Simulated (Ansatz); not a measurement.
Working through a rigid scan of one bond length of CH5GeIO, SMILES C[O][GeH2][I]

Computed with Ansatz's Python interface.

The cells in order, each with its output:

```python
import ansatz
import numpy as np
```

```python
GEOMETRY = """
C     0.51010    1.25030    0.23980
O     0.86890   -0.03290    0.43840
Ge   -0.44960   -1.10730   -0.21920
I     0.33590   -3.51740    0.14070
H     0.34560    1.50440   -0.87490
H    -0.47930    1.53310    0.77790
H     1.27290    1.97670    0.62390
H    -1.70970   -0.82260    0.53550
H    -0.60630   -0.83060   -1.67920
"""

molecule = ansatz.Crystal.molecule()
for line in GEOMETRY.strip().splitlines():
    symbol, *xyz = line.split()
    molecule = molecule.atom(symbol, [float(v) for v in xyz])
```

```python
symbols = [site.symbol for site in molecule.cartesian_sites]
start = np.array([site.position_ang for site in molecule.cartesian_sites])
axis = (start[7] - start[2]) / np.linalg.norm(start[7] - start[2])
moving = [7]
lengths, energies = [1.317, 1.376, 1.436, 1.496, 1.556, 1.616, 1.676, 1.765], []
for length in lengths:
    xyz = start.copy()
    xyz[moving] += (length - np.linalg.norm(start[7] - start[2])) * axis
    point = ansatz.Crystal.molecule()
    for symbol, place in zip(symbols, xyz):
        point = point.atom(symbol, place.tolist())
    job = (
        point.calculation()
        .basis(gaussian="def2-SVP")
        .functional("PBE")
    )
    summary = job.run(threads=1).report
    energies.append(summary["free_energy_ev"])
    print(f"r = {length:6.3f} A  E = {energies[-1]:.5f} eV  <S^2> = {abs(summary['mean_field']['state']['spin_squared']):.3f}")
```

    r =  1.317 A  E = -67762.52841 eV  <S^2> = 0.000
    r =  1.376 A  E = -67762.83796 eV  <S^2> = 0.000
    r =  1.436 A  E = -67763.03330 eV  <S^2> = 0.000
    r =  1.496 A  E = -67763.13464 eV  <S^2> = 0.000
    r =  1.556 A  E = -67763.16315 eV  <S^2> = 0.000
    r =  1.616 A  E = -67763.13563 eV  <S^2> = 0.000
    r =  1.676 A  E = -67763.06543 eV  <S^2> = 0.000
    r =  1.765 A  E = -67762.90476 eV  <S^2> = 0.000

```python
# quartic fit about the minimum
fit = np.polynomial.Polynomial.fit(lengths, np.array(energies) - min(energies), 4).convert()
roots = [r.real for r in fit.deriv().roots() if abs(r.imag) < 1e-9 and fit.deriv(2)(r.real) > 0]
r_e = min(roots, key=lambda r: abs(r - lengths[int(np.argmin(energies))]))
print(f"minimum of the fit at {r_e:.4f} A, force constant {fit.deriv(2)(r_e):.2f} eV/A^2")
```

    minimum of the fit at 1.5535 A, force constant 15.57 eV/A^2

What to keep in mind:
- Total energies depend on the basis set; only differences at equal settings carry meaning.
- The rest of the molecule is held rigid at a force-field or estimated start geometry, and the basis set is modest; single-reference methods fail as a bond breaks.
- def2 sets replace the cores of elements past krypton by effective core potentials.
- The orbitals are restricted, so S² is zero by construction.
- It ran for 40 s on 1 thread of Arm Neoverse N1, on a shared host, peak memory 0.22 GiB.
